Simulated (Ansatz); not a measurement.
# C2H6SSi: small, medium and large basis sets

An exercise on one series of results from a longer session: the logs are not shown, and one member is left open.

Computed with Ansatz 0.2.0, Gaussian basis. Level: one geometry, several basis sets.

Levels to be run: PBE0-D4/def2-SVP; ωB97M-V/def2-SVP; PBE0-D4/def2-QZVPP; ωB97M-V/def2-QZVPP; the functionals' def2-TZVPP values are taken from earlier runs.

### Structure used throughout

All runs share one geometry, relaxed beforehand with PBE0-D4 in a triple-zeta def2 set.

SMILES `S[SiH]1CC1`, 10 atoms, charge 0, spin multiplicity 1.

Atoms are counted from 1 here; the program's logs count them from 0.

Bond lengths: S1–Si2 2.121 Å, S1–H5 1.345 Å, Si2–C3 1.842 Å, Si2–C4 1.840 Å, Si2–H6 1.478 Å, C3–C4 1.548 Å, C3–H7 1.086 Å, C3–H8 1.085 Å, C4–H9 1.085 Å, C4–H10 1.085 Å. Angles: Si2–S1–H5 95.3°, S1–Si2–C3 120.4°, S1–Si2–C4 116.4°, S1–Si2–H6 115.5°, C3–Si2–C4 49.7°, C3–Si2–H6 119.2°, C4–Si2–H6 119.5°, Si2–C3–C4 65.1°, Si2–C3–H7 119.1°, Si2–C3–H8 119.1°, C4–C3–H7 116.3°, C4–C3–H8 116.0°, H7–C3–H8 113.0°, Si2–C4–C3 65.2°, Si2–C4–H9 119.1°, Si2–C4–H10 119.4°, C3–C4–H9 116.0°, C3–C4–H10 116.4° and more.

The first run:

Input file in.yaml:

```yaml
crystal:
  periodic: [false, false, false]
  atoms:
    - {symbol: S, position_ang: [-1.034858, 1.470506, -1.697630]}
    - {symbol: Si, position_ang: [-0.617348, 0.514951, 0.149194]}
    - {symbol: C, position_ang: [0.277741, -1.094896, 0.184279]}
    - {symbol: C, position_ang: [1.150818, 0.144620, 0.498754]}
    - {symbol: H, position_ang: [-2.182423, 0.807455, -1.923986]}
    - {symbol: H, position_ang: [-1.523715, 0.860077, 1.264050]}
    - {symbol: H, position_ang: [0.101700, -1.779996, 1.007856]}
    - {symbol: H, position_ang: [0.489660, -1.601801, -0.751131]}
    - {symbol: H, position_ang: [1.900135, 0.398896, -0.243524]}
    - {symbol: H, position_ang: [1.521290, 0.229088, 1.515136]}
basis:
  gaussian: {orbitals: def2-SVP}
hamiltonian: {xc: pbe0, dispersion: d4}
output: {orbitals: {seedname: orbitals}}
```

Run with:

```console
$ ansatz run in.yaml --threads 2 --pin off --events-out ev --progress --plain --max-ram 4352MiB
```

Steps of the session up to this table: PBE0-D4 in def2-SVP; ωB97M-V in def2-SVP; PBE0-D4 in def2-QZVPP; ωB97M-V in def2-QZVPP.

One table of the session follows, with a row left open; its other results are not shown here.

It belongs to the step «Density functionals: the series». 

```
functional       basis  HOMO (eV)  LUMO (eV)
   PBE0-D4    def2-SVP          ?          ?
   PBE0-D4  def2-TZVPP      -6.91       0.17
   PBE0-D4  def2-QZVPP      -6.92       0.06
   ωB97M-V    def2-SVP      -9.00       2.51
   ωB97M-V  def2-TZVPP      -9.05       1.93
   ωB97M-V  def2-QZVPP      -9.07       1.51
```

Estimate the missing values for PBE0-D4, def2-SVP.

As computed: HOMO (eV): -6.88; LUMO (eV): 0.54. In the column «HOMO (eV)» it is the highest.
